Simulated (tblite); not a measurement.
# C7H9FGe: the cost of one run

Programs: tblite 0.8.0 and PySCF 2.14.0, with density-fitted response routines of our own. Each step states its level of theory. These are calculated values for one molecule in the gas phase, unless marked as measured. Atoms are numbered from 0 throughout.

## (1) The starting structure

18 atoms, charge 0, multiplicity 1; geometry from: force field or distance geometry start.

Bonds of the start (Å): F0–C1 1.36, C1–C2 1.33, C2–Ge3 1.94, Ge3–C4 1.92, C4–C5 1.48, C5–C6 1.31, C6–C7 1.45, C7–C8 1.33, C8–C1 1.44, C2–H9 1.07, Ge3–H10 1.54, Ge3–H11 1.54, C4–H12 1.13, C4–H13 1.14, C5–H14 1.11, C6–H15 1.09, C7–H16 1.08, C8–H17 1.09.

## (2) Geometry optimisation with GFN2-xTB

The job: settings as JSON, then the geometry in Å.

```
{"job": {"kind": "relax", "xc": "GFN2-xTB", "basis": "xTB"}, "charge": 0, "multiplicity": 1}
F     -1.580800    -2.861900     0.589200
C     -1.031100    -1.718600     0.107300
C      0.269500    -1.931700    -0.097800
Ge     1.608700    -0.698900    -0.780800
C      1.716100     0.866200     0.330700
C      0.492200     1.693500     0.371000
C     -0.809500     1.638000     0.279500
C     -1.863700     0.668600     0.073300
C     -1.996800    -0.652300    -0.002600
H      0.627500    -2.920000     0.127000
H      2.941300    -1.469200    -0.812400
H      1.259100    -0.253900    -2.212100
H      2.071100     0.601700     1.368700
H      2.589900     1.472400    -0.075200
H      0.790200     2.750600     0.555400
H     -1.254300     2.621900     0.418600
H     -2.815900     1.158500    -0.067800
H     -3.022200    -0.958600    -0.183800
```

Run with:

```sh
OMP_NUM_THREADS=1 python probes_run.py task.json out
```

This one command runs all jobs of the session in turn.

Q: Estimate the wall time and peak memory of this first job on 1 thread of Arm Neoverse N1, shared host.

About 1.9 s, with a peak of 0.18 GiB.
